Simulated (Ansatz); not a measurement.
**C₂H₆GeO₂: basis-set convergence**

One table from this session's results is given with a row withheld; the runs are named, their logs left out.

The runs use Ansatz 0.2.0, Gaussian basis; one geometry, several basis sets.

Plan: PBE0-D4/def2-SVP; ωB97M-V/def2-SVP; PBE0-D4/def2-QZVPP; ωB97M-V/def2-QZVPP; the functionals' def2-TZVPP values are taken from earlier runs.

## The relaxed structure

An earlier PBE0-D4 in a triple-zeta def2 set relaxation fixed the geometry.

SMILES `CC(=O)[O][GeH3]`, 11 atoms, charge 0, spin multiplicity 1.

Atoms are counted from 1 here; the program's logs count them from 0.

Bond lengths: C1–C2 1.497 Å, C1–H6 1.087 Å, C1–H7 1.092 Å, C1–H8 1.092 Å, C2–O3 1.209 Å, C2–O4 1.328 Å, O4–Ge5 1.834 Å, Ge5–H9 1.529 Å, Ge5–H10 1.534 Å, Ge5–H11 1.529 Å. Angles: C2–C1–H6 110.0°, C2–C1–H7 109.6°, C2–C1–H8 109.6°, H6–C1–H7 110.2°, H6–C1–H8 110.2°, H7–C1–H8 107.2°, C1–C2–O3 124.8°, C1–C2–O4 113.2°, O3–C2–O4 122.1°, C2–O4–Ge5 112.9°, O4–Ge5–H9 109.1°, O4–Ge5–H10 100.1°, O4–Ge5–H11 109.1°, H9–Ge5–H10 111.9°, H9–Ge5–H11 113.7°, H10–Ge5–H11 111.9°.

Set-up of the first run:

Input file in.yaml:

```yaml
crystal:
  periodic: [false, false, false]
  atoms:
    - {symbol: C, position_ang: [-0.090474, -1.581416, 1.218867]}
    - {symbol: C, position_ang: [-0.290492, -0.567804, 0.135392]}
    - {symbol: O, position_ang: [-1.119195, -0.649998, -0.741095]}
    - {symbol: O, position_ang: [0.544505, 0.461457, 0.221681]}
    - {symbol: Ge, position_ang: [0.290166, 1.698243, -1.108113]}
    - {symbol: H, position_ang: [-0.791466, -2.402637, 1.093689]}
    - {symbol: H, position_ang: [0.935457, -1.952940, 1.189061]}
    - {symbol: H, position_ang: [-0.234364, -1.109004, 2.192449]}
    - {symbol: H, position_ang: [-1.116612, 2.283817, -0.984674]}
    - {symbol: H, position_ang: [1.370938, 2.720601, -0.735552]}
    - {symbol: H, position_ang: [0.566739, 1.042679, -2.461205]}
basis:
  gaussian: {orbitals: def2-SVP}
hamiltonian: {xc: pbe0, dispersion: d4}
output: {orbitals: {seedname: orbitals}}
```

The run is started by

```bash
ansatz run in.yaml --threads 4 --pin off --events-out ev --progress --plain --max-ram 10444MiB
```

Among the steps run: PBE0-D4 in def2-SVP; ωB97M-V in def2-SVP; PBE0-D4 in def2-QZVPP; ωB97M-V in def2-QZVPP.

One table of the session follows, with a row left open; its other results are not shown here.

It belongs to the step «Density functionals: the series». 

```
functional       basis  HOMO (eV)  LUMO (eV)
   PBE0-D4    def2-SVP      -7.91       0.39
   PBE0-D4  def2-TZVPP          ?          ?
   PBE0-D4  def2-QZVPP      -8.05      -0.10
   ωB97M-V    def2-SVP     -10.32       2.29
   ωB97M-V  def2-TZVPP     -10.45       1.93
   ωB97M-V  def2-QZVPP     -10.48       1.32
```

**Question.** Estimate the row for PBE0-D4, def2-TZVPP.

The run gave: HOMO (eV): -8.02; LUMO (eV): 0.18. In the column «HOMO (eV)» it lies between PBE0-D4, def2-QZVPP (-8.05) and PBE0-D4, def2-SVP (-7.91).
